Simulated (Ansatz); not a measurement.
Consider vertical spin-state energies of C4H5Br, SMILES Br[C@]12C[C@H]1C2 (Ansatz's Python interface).

The script, `spin_c4h5br.py`:
```python
"""Gap between spin states of C4H5Br at one geometry."""

import ansatz as az

GEOMETRY = """
Br   -0.68450    2.08710   -1.01010
C    -0.27820    0.67600    0.26610
C    -1.16460   -0.51260    0.02360
C     0.26350   -0.58310   -0.47620
C     1.19240    0.36910    0.24810
H    -1.91890   -0.40840   -0.78470
H    -1.38040   -1.08730    0.95090
H     0.58080   -1.54720   -0.02130
H     1.57270    0.01740    1.23220
H     1.81720    0.98910   -0.42880
"""


def main() -> None:
    molecule = az.Crystal.molecule()
    for line in GEOMETRY.strip().splitlines():
        symbol, *xyz = line.split()
        molecule = molecule.atom(symbol, [float(v) for v in xyz])

    job = (
        molecule.calculation()
        .basis(gaussian="def2-TZVP")
        .functional("pbe0")
    )
    found = {}
    for unpaired in [0, 2]:
        report = job.spin("collinear", total=unpaired).run(threads=1).report
        s = unpaired / 2
        found[unpaired] = report["free_energy_ev"]
        print(f"2S+1 = {unpaired + 1}: E = {found[unpaired]:.5f} eV, <S^2> = {abs(report['mean_field']['state']['spin_squared']):.3f} (pure state {s * (s + 1):.2f})")
    lowest = min(found, key=found.get)
    for unpaired, e in found.items():
        print(f"multiplicity {unpaired + 1}: {96.485332 * (e - found[lowest]):.1f} kJ/mol above the lowest")


if __name__ == "__main__":
    main()
```

Which spin state is lowest at this geometry, and how far above lie the others?

In order: multiplicity 1 (+0.00 eV) and multiplicity 3 (+1.03 eV), all at the one geometry.

The run itself:

```console
$ python spin_c4h5br.py
2S+1 = 1: E = -74258.12370 eV, <S^2> = 0.000 (pure state 0.00)
2S+1 = 3: E = -74257.09110 eV, <S^2> = 2.007 (pure state 2.00)
multiplicity 1: 0.0 kJ/mol above the lowest
multiplicity 3: 99.6 kJ/mol above the lowest
```

Total energies depend on the basis set; only differences at equal settings carry meaning. The geometry is a force-field or estimated start, not a minimum of this method, and the basis set is short of its limit. All parts are taken at fixed geometry, without zero-point energy. The whole script took 44 s on 1 thread of Arm Neoverse V1, on a shared host, peak memory 0.69 GiB.

(Lines on the test bed's own set-up are left out of the output.)
